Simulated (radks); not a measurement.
# Pb⁺ in [Xe] 4f14 5d10 6s1.75 6p1 6d0.25: an all-electron calculation

Aim: the levels, the sizes of the orbitals and the parts of the energy of the lead ion Pb+.

Program: radks (a radial shooting solver on a logarithmic mesh, Libxc functionals) version 1. Level of theory: scalar-relativistic Kohn-Sham, SCAN, spin-polarised, spherical densities, finite nucleus; open shells are filled with parallel spins first. These are calculated values, not measurements, unless marked.

### 1 What is computed

```
element            : lead (Z = 82)
charge             : +1
electrons          : 81
configuration      : [Xe] 4f14 5d10 6s1.75 6p1 6d0.25
nuclear rms radius : 5.5012 fm
```

### 2 Self-consistent calculation

Input:

```text
Z 82
configuration [Xe] 4f14 5d10 6s1.75 6p1 6d0.25 7s0 5f0
relativity scalar-relativistic
functional scan,scan
spin polarised
nucleus finite rms 5.5012 fm
c 137.035999084
```

The run is started by

```sh
$ python run_ks.py task.json out
```

The same process makes all the runs of this session.

Q: Predict the outcome of this run.

As calculated:

```
                        quantity                   value
                    total energy     -20878.8654 hartree
exchange-correlation share of it                  1.86 %
                            −T/E                  1.1295
          highest occupied level        6d up, -3.388 eV
    most extended occupied level  6d up, <r> = 5.78 bohr
 radius at density 0.001 e/bohr³               4.27 bohr
    maxima of the radial density                       4
```

6 principal shells are occupied and 4 maxima appear in the radial density; where shells overlap, one shows as a shoulder or not at all. −T/E is 1.130: with relativity the kinetic term as defined here no longer equals −E. This is not the tabulated ground configuration, so its levels and sizes aren't those of the ground state, and no measured value stands beside it.
